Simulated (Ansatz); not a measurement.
# TiW: one contact scaled

The task here is to estimate one member of a computed series from the others.

Method: DFT, LDA, PAW with Ansatz's default frozen-core files, scalar-relativistic, in Ansatz 0.2.0.

1 further run of the same task is left out (it didn't finish).

## The starting structure

The structure is orthorhombic, space group Cmmm (No. 65). The conventional cell has a = 3.187 Å, b = 4.509 Å, c = 4.468 Å, α = 90.00°, β = 90.00°, γ = 90.00°. Ti (site symmetry mmm) has 4 W at 2.74 Å and 4 Ti at 2.76 Å as nearest neighbours. W (site symmetry mmm) is surrounded by 4 Ti at 2.74 Å and 4 W at 2.76 Å.

As a file:

```
CELL_PARAMETERS angstrom
1.59373 -2.25463 0.00000
1.59373 2.25463 0.00000
0.00000 0.00000 4.46812
ATOMIC_POSITIONS crystal
Ti 0.00000 0.00000 0.00000
W 0.50000 0.50000 0.50000
```

Atoms are numbered in the order of the input: Ti1, W2.

Set-up of the first run:

input.yaml

```yaml
crystal:
  lattice:
    - [1.59372522, -2.2546343387, 0.0]
    - [1.59372522, 2.2546343387, 0.0]
    - [0.0, 0.0, 4.4681168022]
  atoms:
    - { symbol: Ti, position: [0.0, 0.0, 0.0] }
    - { symbol: W, position: [0.5, 0.5, 0.5] }
kpoints:
  mp_grid: { grid: [11, 11, 7] }
scf:
  occupations: { method: fermi_dirac, width: 0.05 }
hamiltonian:
  xc: lda
  pseudopotentials: { kind: paw }
output:
  forces: true
  stress: true
  eigenvalues: true
  efg: { contact_densities: true }
  populations: true
```

On the command line:

```console
> ansatz run input.yaml --threads 1 --pin off --max-ram 2048MiB --backend cpu --events-out ev --progress --plain --runs-dir out
```

Steps of the session up to this table: Shortest bond scaled by 1, PAW; Shortest bond scaled by 0.94, PAW; Shortest bond scaled by 0.82, PAW; Shortest bond scaled by 0.7, PAW; Shortest bond scaled by 0.64, PAW; Shortest bond scaled by 0.64, PAW (partial_waves polarizable).

One table of the session follows, with a row left open; its other results are not shown here.

| method | length (Å) | F from the given length (eV/cell) | force along the bond (eV/Å) | pressure (GPa) | largest force (eV/Å) |
| --- | --- | --- | --- | --- | --- |
| PAW | 1.756 | 4.707 | 16.154 | 56.63 | 16.425 |
| PAW | 1.921 | 2.777 | 8.668 | 29.71 | 8.963 |
| PAW | 2.250 | ? | ? | ? | ? |
| PAW | 2.580 | 0.086 | 1.042 | -8.84 | 1.044 |
| PAW | 2.744 | 0.000 | 0.000 | -10.47 | 0.000 |
| PAW (partial_waves polarizable) | 1.756 | – | 16.138 | 56.58 | 16.410 |

Estimate the missing values for PAW, 2.250.

**Answer.** F from the given length (eV/cell): 0.840; force along the bond (eV/Å): 3.780; pressure (GPa): 3.89; largest force (eV/Å): 3.839. In the column «F from the given length (eV/cell)» it lies between PAW, 2.580 (0.086) and PAW, 1.921 (2.777).

Limits of these values: Spin-orbit coupling is left out, though the cell holds W; in elements this heavy it can shift bands and gaps by tenths of an eV. Warnings in the runs' records: gradients without spin orbit.
